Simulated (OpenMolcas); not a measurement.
# AgH3O2 (SMILES [OH][Ag-][OH2+]): HF/ANO-RCC-VDZ (DKH2, Cholesky decomposition, population LoProp), part 1 of 2

What is the vertical singlet–triplet gap of AgH3O2 at HF/ANO-RCC-VDZ (DKH2, Cholesky decomposition, population LoProp)? 

The calculation is run with OpenMolcas 26.06.

2 further runs of the same task are left out: 1 that didn't finish, 1 set aside as unsound or not needed.

### 1 The structure to begin with

AgH3O2: 6 atoms, total charge 0, spin state singlet. SMILES: `[OH][Ag-][OH2+]`. Geometry: a GFN2-xTB relaxation, a rough one for these elements and not checked as a minimum. This is one conformer, not always the lowest.

Bond lengths: O1–Ag2 2.005 Å, Ag2–O3 2.315 Å, O1–H4 0.958 Å, O3–H5 0.958 Å, O3–H6 0.958 Å. Angles: O1–Ag2–O3 173.5°, Ag2–O1–H4 116.7°, Ag2–O3–H5 125.9°, Ag2–O3–H6 124.2°, H5–O3–H6 108.1°.

### 2 Energy and one-electron properties at HF/ANO-RCC-VDZ (DKH2, Cholesky decomposition, population LoProp)

mol.xyz

```xyz
6

O     -1.519370    -1.996790    -0.655360
Ag    -0.362850    -0.432800    -0.170820
O      1.076860     1.219440     0.575230
H     -2.177410    -1.851400    -1.335810
H      1.833370     1.562690     0.097670
H      1.149390     1.498840     1.489090
```

mol.input

```
&GATEWAY
  Coord = mol.xyz
  Basis = ANO-RCC-VDZ
  Group = NoSym

&SEWARD
  Medium

&SCF
  PrOrbitals = 1 1

&LOPROP
```

On the command line:

```bash
$ export MOLCAS_MEM=1860
$ pymolcas mol.input > mol.log
```

The log of the run:

```text
--- Start Module: gateway ---

                                              &GATEWAY

                       available to each process: 1.9 GB of memory, 1 thread

++    Symmetry information:
      ---------------------

                    Character Table for C1

                             E
                    a        1  x, y, xy, Rz, z, xz, Ry, yz, Rx, I
--

++    Basis set information:
      ----------------------

      Basis set label: O.ANO-RCC...3S2P.

      Electronic valence basis set:
      ------------------
      Associated Effective Charge   8.000000 au
      Associated Actual Charge      8.000000 au
      Nuclear Model: Point charge

      Shell  nPrim  nBasis  Cartesian Spherical Contaminant
         s      14       3        X
         p       9       2        X

      Basis set label: AG.ANO-RCC...6S5P3D.

      Electronic valence basis set:
      ------------------
      Associated Effective Charge  47.000000 au
      Associated Actual Charge     47.000000 au
      Nuclear Model: Point charge

      Shell  nPrim  nBasis  Cartesian Spherical Contaminant
         s      21       6        X
         p      18       5        X
         d      13       3                 X

      Basis set label: O.ANO-RCC...3S2P.

      Electronic valence basis set:
      ------------------
      Associated Effective Charge   8.000000 au
      Associated Actual Charge      8.000000 au
      Nuclear Model: Point charge

      Shell  nPrim  nBasis  Cartesian Spherical Contaminant
         s      14       3        X
         p       9       2        X

      Basis set label: H.ANO-RCC...2S.

      Electronic valence basis set:
      ------------------
      Associated Effective Charge   1.000000 au
      Associated Actual Charge      1.000000 au
      Nuclear Model: Point charge

      Shell  nPrim  nBasis  Cartesian Spherical Contaminant
         s       8       2        X
--

++    Molecular structure info:
      -------------------------

                    ************************************************
                    **** Cartesian Coordinates / bohr, angstrom ****
                    ************************************************

     Center  Label                x              y              z                     x              y              z
        1      O1              -2.871193      -3.773386      -1.238451             -1.519370      -1.996790      -0.655360
        2      AG2             -0.685687      -0.817873      -0.322803             -0.362850      -0.432800      -0.170820
        3      O3               2.034970       2.304408       1.087027              1.076860       1.219440       0.575230
        4      H4              -4.114709      -3.498639      -2.524315             -2.177410      -1.851400      -1.335810
        5      H5               3.464567       2.953056       0.184570              1.833370       1.562690       0.097670
        6      H6               2.172032       2.832397       2.813972              1.149390       1.498840       1.489090

                    ***************************************
                    *    InterNuclear Distances / bohr    *
                    ***************************************

               1 O1            2 AG2           3 O3            4 H4            5 H5            6 H6
    1 O1       0.000000
    2 AG2      3.788127        0.000000
    3 O3       8.149716        4.374727        0.000000
    4 H4       1.809769        4.877637        9.194329        0.000000
    5 H5       9.349432        5.630448        1.810779       10.315418        0.000000
    6 H6       9.246223        5.597356        1.811049       10.397232        2.932399        0.000000

                    *******************************************
                    *    InterNuclear Distances / angstrom    *
                    *******************************************

               1 O1            2 AG2           3 O3            4 H4            5 H5            6 H6
    1 O1       0.000000
    2 AG2      2.004590        0.000000
    3 O3       4.312644        2.315006        0.000000
    4 H4       0.957688        2.581135        4.865430        0.000000
    5 H5       4.947506        2.979505        0.958223        5.458684        0.000000
    6 H6       4.892890        2.961993        0.958366        5.501978        1.551759        0.000000

                    **************************************
                    *    Valence Bond Angles / degree    *
                    **************************************
                          Atom centers                 Phi
                      5 H5       3 O3       6 H6       108.12
                      3 O3       5 H5       6 H6        35.94
                      3 O3       6 H6       5 H5        35.94
--

            Nuclear Potential Energy            235.81975764 au

--- Stop Module: gateway /rc=_RC_ALL_IS_WELL_ ---

--- Start Module: seward ---

                                              &SEWARD

                       available to each process: 1.9 GB of memory, 1 thread

[... 53 lines left out ...]
      Nuclear repulsion energy =  235.81975764
[... 44 lines left out ...]
                                   SCF        iterations: Energy and convergence statistics
[... 23 lines left out ...]
 *                                             SCF/KS-DFT Program, Final results                                             *
[... 114 lines left out ...]
      Dipole Moment (debye):
[... 89 lines left out ...]
++ Convergence information
[... 16 lines left out ...]
       Convergence after   8 Iterations
[... 4 lines left out ...]
 *                                                       Final Results                                                       *
[... 141 lines left out ...]
      Nuclear repulsion energy =  235.81975764
[... 43 lines left out ...]
                                   SCF        iterations: Energy and convergence statistics
[... 16 lines left out ...]
 *                                             SCF/KS-DFT Program, Final results                                             *
[... 114 lines left out ...]
      Dipole Moment (debye):
[... 70 lines left out ...]
++ Convergence information
[... 13 lines left out ...]
       Convergence after   8 Iterations
[... 4 lines left out ...]
 *                                                       Final Results                                                       *
[... 141 lines left out ...]
      Nuclear repulsion energy =  235.81975764
[... 43 lines left out ...]
                                   SCF        iterations: Energy and convergence statistics
[... 16 lines left out ...]
 *                                             SCF/KS-DFT Program, Final results                                             *
[... 114 lines left out ...]
      Dipole Moment (debye):
[... 70 lines left out ...]
++ Convergence information
[... 13 lines left out ...]
       Convergence after   8 Iterations
[... 4 lines left out ...]
 *                                                       Final Results                                                       *
[... 141 lines left out ...]
      Nuclear repulsion energy =  235.81975764
[... 43 lines left out ...]
                                   SCF        iterations: Energy and convergence statistics
[... 16 lines left out ...]
 *                                             SCF/KS-DFT Program, Final results                                             *
[... 114 lines left out ...]
      Dipole Moment (debye):
[... 40 lines left out ...]
Dipole magnitude:  0.59193652
[... 27 lines left out ...]
Dipole magnitude:  0.16383422
[... 31 lines left out ...]
Dipole magnitude:  0.12891035
[... 27 lines left out ...]
Dipole magnitude:  0.06178785
[... 31 lines left out ...]
Dipole magnitude:  0.56647752
[... 27 lines left out ...]
Dipole magnitude:  0.19973658
[... 27 lines left out ...]
Dipole magnitude:  0.00636121
[... 8 lines left out ...]
Isotropic Polarizability: -0.00946180

 ====================
 ATOMIC DOMAIN: H4
 ====================
 Domain center:  : -4.11470856 -3.49863895 -2.52431506 / bohr
 Expansion center: -4.11470856 -3.49863895 -2.52431506 / bohr
 Total charge    :  0.28117618

 Electronic multipole moments:
Electronic Charge
 -0.71882382

Electronic Dipole
  0.08307715 -0.00821817  0.08194152
... with nuclear contribution
  0.08307715 -0.00821817  0.08194152

Electronic Quadrupole
 -0.50353545 -0.01198450 -0.03368304 -0.48374650 -0.00312797 -0.49453786
... with nuclear contribution
 -0.50353545 -0.01198450 -0.03368304 -0.48374650 -0.00312797 -0.49453786

Dipole magnitude:  0.11697762

  Symmetrized Local Polarizability Tensor
  mat. size =     3x    3

        0.2724003996917371
       -0.0185484840028150      0.0349376392381646
        0.2587731048466941     -0.0211718635586182      0.2531225169839710

Isotropic Polarizability:  0.18682019

 =========================
 BOND DOMAIN: H5    ,O3
 =========================
 Domain center:  :  2.74976883  2.62873187  0.63579836 / bohr
 Expansion center:  2.74976883  2.62873187  0.63579836 / bohr
 Total charge    : -0.00000000

 Electronic multipole moments:
Electronic Charge
 -0.00000000

Electronic Dipole
 -0.12714987 -0.05419903  0.07759340

Electronic Quadrupole
  0.32564759  0.19492750 -0.26114716 -0.01823602 -0.11720755  0.06467417

Dipole magnitude:  0.15850981

  Symmetrized Local Polarizability Tensor
  mat. size =     3x    3

        2.9305325972091412
        0.9439210938475930      1.3252778235401599
       -1.1571743717865610     -0.7148653611309477      0.9669389958567185

Isotropic Polarizability:  1.74091647

 ====================
 ATOMIC DOMAIN: H5
 ====================
 Domain center:  :  3.46456719  2.95305612  0.18456955 / bohr
 Expansion center:  3.46456719  2.95305612  0.18456955 / bohr
 Total charge    :  0.35339496

 Electronic multipole moments:
Electronic Charge
 -0.64660504

Electronic Dipole
 -0.07605137 -0.03558470  0.05881169
... with nuclear contribution
 -0.07605137 -0.03558470  0.05881169

Electronic Quadrupole
 -0.46230426 -0.02761450  0.01177328 -0.40784529  0.00781604 -0.41349163
... with nuclear contribution
 -0.46230426 -0.02761450  0.01177328 -0.40784529  0.00781604 -0.41349163

Dipole magnitude:  0.10251291

  Symmetrized Local Polarizability Tensor
  mat. size =     3x    3

        0.2211141020894791
        0.0175847484666331      0.0038682377298389
       -0.1523168659723207     -0.0678532622415319      0.1156344175357148

Isotropic Polarizability:  0.11353892

 =========================
 BOND DOMAIN: H6    ,O3
 =========================
 Domain center:  :  2.10350139  2.56840237  1.95049972 / bohr
 Expansion center:  2.10350139  2.56840237  1.95049972 / bohr
 Total charge    :  0.00000000

 Electronic multipole moments:
Electronic Charge
  0.00000000

Electronic Dipole
 -0.01395415 -0.04337950 -0.15227464

Electronic Quadrupole
 -0.09435881  0.01938006  0.05461913 -0.04791646  0.18903362  0.51417549

Dipole magnitude:  0.15894674

  Symmetrized Local Polarizability Tensor
  mat. size =     3x    3

        0.6286689891015920
        0.0329838206553105      1.1524201649240631
        0.7029684601970521      1.1307290833678874      3.4122849847501184

Isotropic Polarizability:  1.73112471

 ====================
 ATOMIC DOMAIN: H6
 ====================
 Domain center:  :  2.17203231  2.83239711  2.81397228 / bohr
 Expansion center:  2.17203231  2.83239711  2.81397228 / bohr
 Total charge    :  0.35373843

 Electronic multipole moments:
Electronic Charge
 -0.64626157

Electronic Dipole
  0.00072504 -0.02793162 -0.09649954
... with nuclear contribution
  0.00072504 -0.02793162 -0.09649954

Electronic Quadrupole
 -0.41363857 -0.00640033 -0.02502499 -0.40624224 -0.03402048 -0.47047652
... with nuclear contribution
 -0.41363857 -0.00640033 -0.02502499 -0.40624224 -0.03402048 -0.47047652

Dipole magnitude:  0.10046324

  Symmetrized Local Polarizability Tensor
  mat. size =     3x    3

        0.0117985896308182
       -0.0574268923315953     -0.0090670829031098
       -0.0018668275562938      0.0517335444185487      0.3674946613009188

Isotropic Polarizability:  0.12340872

 === Charge capacitance for bonds ===
AG2   O1      0.94521622
H4    O1      1.10822245
O3    AG2     0.16734785
H4    AG2     0.00316187
H5    O3      0.86423943
H6    O3      0.86469844
 === =========================== ===

 **********************************************************************************
 *                        The Molecular Multipole Moments                         *
 **********************************************************************************
 Expansion center: -0.56659372 -0.72583436 -0.24104402 / bohr

l=0

xyz    Nuclear        Electronic     Molecular

000     66.00000000    -66.00000000     -0.00000000

l=1

xyz    Nuclear        Electronic     Molecular

100      0.00000000      2.10865094      2.10865094
010      0.00000000      3.02692246      3.02692246
001      0.00000000      0.72147917      0.72147917

l=2

xyz    Nuclear        Electronic     Molecular

200    133.64058162   -153.72222132    -20.08163970
110    154.18231644   -152.93381895      1.24849749
101     64.67069538    -61.93572425      2.73497113
020    182.04134914   -210.01729885    -27.97594971
011     75.63319178    -73.95766668      1.67552510
002     37.11051974    -57.67252928    -20.56200953

  Molecular Polarizability Tensor
  mat. size =     3x    3

       24.1627469256311578
        2.4799288975725218     26.1561359617215565
        0.5795024389692749      1.6031041433753146     23.8876497300800175

 **********************************************************************************
 *       Errors introduced by zeroing multipole moments greater than l =  1       *
 **********************************************************************************

l=2

  m     Original       New            Error            Percent

 -2      1.24849749     -0.50402096      1.75251845    140.37
 -1      1.67552510      1.13757135      0.53795375     32.11
  0      2.00154935      1.90296366      0.09858569      4.93
  1      2.73497113      2.00816055      0.72681059     26.57
  2      3.94715500      3.81139494      0.13576006      3.44

Root mean square =       0.88511228

 **********************************************************************************
 *       Errors introduced by zeroing multipole moments greater than l =  0       *
 **********************************************************************************

l=1

  m     Original       New            Error            Percent

 -1      3.02692246      2.92560086      0.10132160      3.35
  0      0.72147917      0.70837665      0.01310252      1.82
  1      2.10865094      2.02540256      0.08324839      3.95

Root mean square =       0.07608775

l=2

  m     Original       New            Error            Percent

 -2      1.24849749     -1.02366992      2.27216741    181.99
 -1      1.67552510      0.38107095      1.29445415     77.26
  0      2.00154935      2.18953225     -0.18798290      9.39
  1      2.73497113      1.19388047      1.54109066     56.35
  2      3.94715500      3.12460662      0.82254838     20.84

Root mean square =       1.40891732
--- Stop Module: loprop /rc=_RC_ALL_IS_WELL_ ---
--- Module loprop spent 6 seconds ---

.##################.
.# Happy landing! #.
.##################.

    Timing: Wall=16.65 User=14.32 System=2.20
```

Run time: 17 s. Hardware: 1 thread of Arm Neoverse V2, shared host; peak memory 0.21 GiB.

Atomic charges (e):

```
atom  Mulliken  program's own
  O1    -1.015         -1.046
 Ag2    +0.715         +0.710
  O3    -0.776         -0.652
  H4    +0.289         +0.281
  H5    +0.393         +0.353
  H6    +0.395         +0.354
```

(Continued in part 2 of 2.)
